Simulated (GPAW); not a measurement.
Crystal: ScF3.

```xyz
4
Lattice="4.0125 0.0000 0.0000 0.0000 4.0125 0.0000 0.0000 0.0000 4.0125" Properties=species:S:1:pos:R:3 pbc="T T T"
Sc    0.0000    0.0000    0.0000
F     0.0000    0.0000    2.0062
F     0.0000    2.0062    0.0000
F     2.0062    0.0000    0.0000
```

Base run:

| Property | Result |
| --- | --- |
| Program | GPAW 26.7.0 |
| Functional | PBEsol |
| Potentials or basis | PAW data sets generated in the run's folder for this functional |
| Cutoff | 800 eV |
| Basis | pw |
| k mesh | 7 × 7 × 7 |
| Occupations | fermi-dirac, width 0.05 eV |
| Spin | no spin polarisation |
| Hubbard terms | Sc d U = 6 eV |

Its results: band gap on the k mesh 7.75 eV, indirect (least direct gap 8.29 eV); pressure 5.5 GPa.

**Question.** The run is repeated on the same cell with these changes: hubbard terms from Sc d U = 6 eV to Sc d U = 8 eV. What comes out?

**Answer.** Band gap on the k mesh 7.69 eV, indirect (least direct gap 8.24 eV); pressure 7.6 GPa.

A k mesh can miss the band edges.
